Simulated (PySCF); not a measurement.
# C₂H₄NSeSi−: fields and orbitals

For C₂H₄NSeSi−, the scripts below analyse its density (charges, bond critical points, surface potential) and see where an electron leaves and enters.

Program: PySCF 2.14.0. Level of theory: levels as typed in each script, gas phase, geometry from GFN2-xTB. These are calculated values, not measurements.

1 further run of the same task is left out (it didn't finish).

### 1 Where the work starts

SMILES `C[SiH]([Se-])C#N`, 9 atoms, charge -1, spin multiplicity 1.

Bond lengths: C1–Si2 1.903 Å, C1–H6 1.086 Å, C1–H7 1.087 Å, C1–H8 1.086 Å, Si2–Se3 2.177 Å, Si2–C4 1.878 Å, Si2–H9 1.472 Å, C4–N5 1.148 Å. Angles: Si2–C1–H6 110.9°, Si2–C1–H7 111.6°, Si2–C1–H8 110.1°, H6–C1–H7 108.2°, H6–C1–H8 107.7°, H7–C1–H8 108.2°, C1–Si2–Se3 115.7°, C1–Si2–C4 102.5°, C1–Si2–H9 108.0°, Se3–Si2–C4 113.6°, Se3–Si2–H9 113.7°, C4–Si2–H9 101.9°, Si2–C4–N5 179.8°.

Geometry (Å):

```xyz
9
charge -1, multiplicity 1
C    -1.12808   -2.00897    0.35500
Si   -0.54223   -0.39781   -0.47004
Se    1.45161    0.27698    0.08672
C    -1.90275    0.81237   -0.00954
N    -2.73163    1.55440    0.27310
H    -1.12916   -1.91276    1.43671
H    -2.13228   -2.27810    0.03791
H    -0.45977   -2.82476    0.09635
H    -0.73594   -0.53357   -1.92325
```

### 2 Density, bond paths and surface potential (BLYP/def2-svpd)

input.py reads:

```python
import numpy as np
from pyscf import gto, scf, dft
from pyscf.scf import atom_ks, atom_hf
from scipy.linalg import block_diag

def solve(mol, dm0=None, hcore=None):
    mf = (dft.UKS if mol.spin else dft.RKS)(mol, xc='blyp')
    mf.grids.level = 3
    mf = mf.density_fit(auxbasis='def2-universal-jkfit')
    mf.conv_tol, mf.max_cycle = 1e-8, 80
    if hcore is not None:
        mf.get_hcore = lambda *args: hcore
    mf.kernel(dm0)
    if not mf.converged:
        mf = mf.newton().run(mf.mo_coeff, mf.mo_occ, max_cycle=30)
    assert mf.converged, 'SCF not converged'
    return mf

mol = gto.M(atom='''
C     -1.12808    -2.00897     0.35500
Si    -0.54223    -0.39781    -0.47004
Se     1.45161     0.27698     0.08672
C     -1.90275     0.81237    -0.00954
N     -2.73163     1.55440     0.27310
H     -1.12916    -1.91276     1.43671
H     -2.13228    -2.27810     0.03791
H     -0.45977    -2.82476     0.09635
H     -0.73594    -0.53357    -1.92325
''', basis='def2-svpd', charge=-1, spin=0, verbose=4)
mf = solve(mol)
mf.analyze()
# spherically averaged free atoms, for the promolecule
atm = atom_ks.get_atm_nrks(mol, xc='blyp')
pro = block_diag(*[(atm[a[0]][2] * atm[a[0]][3]) @ atm[a[0]][2].T for a in mol._atom])
np.savez('result.npz', e=mf.e_tot, c=mf.mo_coeff, occ=mf.mo_occ, eps=mf.mo_energy, pro=pro, dip=mf.dip_moment(verbose=0), s2=mf.spin_square()[0])
```

Command:

```console
> OMP_NUM_THREADS=1 python input.py
```

### 4 Removing and adding an electron (PBE0/def2-svpd)

input.py, as its differences from that of step 2:

```diff
@@ -6,3 +6,3 @@
 def solve(mol, dm0=None, hcore=None):
-    mf = (dft.UKS if mol.spin else dft.RKS)(mol, xc='blyp')
+    mf = (dft.UKS if mol.spin else dft.RKS)(mol, xc='pbe0')
     mf.grids.level = 3
@@ -30,6 +30,15 @@
 mf = solve(mol)
-mf.analyze()
+out = dict(e0=mf.e_tot, dm0=mf.make_rdm1(), c=mf.mo_coeff, occ=mf.mo_occ, eps=mf.mo_energy)
+for name, dq, spin in [('cation', 1, 1)]:
+    ion = mol.copy().set(charge=mol.charge + dq, spin=spin).build()
+    mi = solve(ion)
+    if spin and dq > 0 and mol.nao < 130:
+        c, _, stable, _ = mi.stability(return_status=True)
+        if not stable:
+            mi = solve(ion, mi.make_rdm1(c, mi.mo_occ))
+    print(name, 'vertical energy change / eV', (mi.e_tot - mf.e_tot) * 27.211386)
+    out.update({'e_' + name: mi.e_tot, 'dm_' + name: mi.make_rdm1(), 's2_' + name: mi.spin_square()[0], 'eps_' + name: mi.mo_energy, 'occ_' + name: mi.mo_occ})
 # spherically averaged free atoms, for the promolecule
-atm = atom_ks.get_atm_nrks(mol, xc='blyp')
+atm = atom_ks.get_atm_nrks(mol, xc='pbe0')
 pro = block_diag(*[(atm[a[0]][2] * atm[a[0]][3]) @ atm[a[0]][2].T for a in mol._atom])
-np.savez('result.npz', e=mf.e_tot, c=mf.mo_coeff, occ=mf.mo_occ, eps=mf.mo_energy, pro=pro, dip=mf.dip_moment(verbose=0), s2=mf.spin_square()[0])
+np.savez('result.npz', pro=pro, **out)
```

(Steps that only read results are left out.)

**Question.** What will these runs give? Wanted: dipole moment; HOMO, LUMO; vertical ionisation energy.

**Answer**, as computed:

| quantity | value |
| --- | --- |
| dipole moment (BLYP/def2-svpd) | 3.07 D |
| HOMO, LUMO (BLYP/def2-svpd) | -0.29, 3.06 eV |
| vertical ionisation energy (PBE0/def2-svpd) | 3.37 eV |

At BLYP/def2-svpd: The highest Hirshfeld charge is on Si2 (+0.23 e), the lowest on Se3 (−0.62 e). The ionisation energy from two SCF runs, 3.37 eV, lies 1.9 eV above −ε(HOMO) = 1.46 eV of the same level, PBE0/def2-svpd, since self-interaction lifts this functional's HOMO. The geometry was not optimised at these levels.
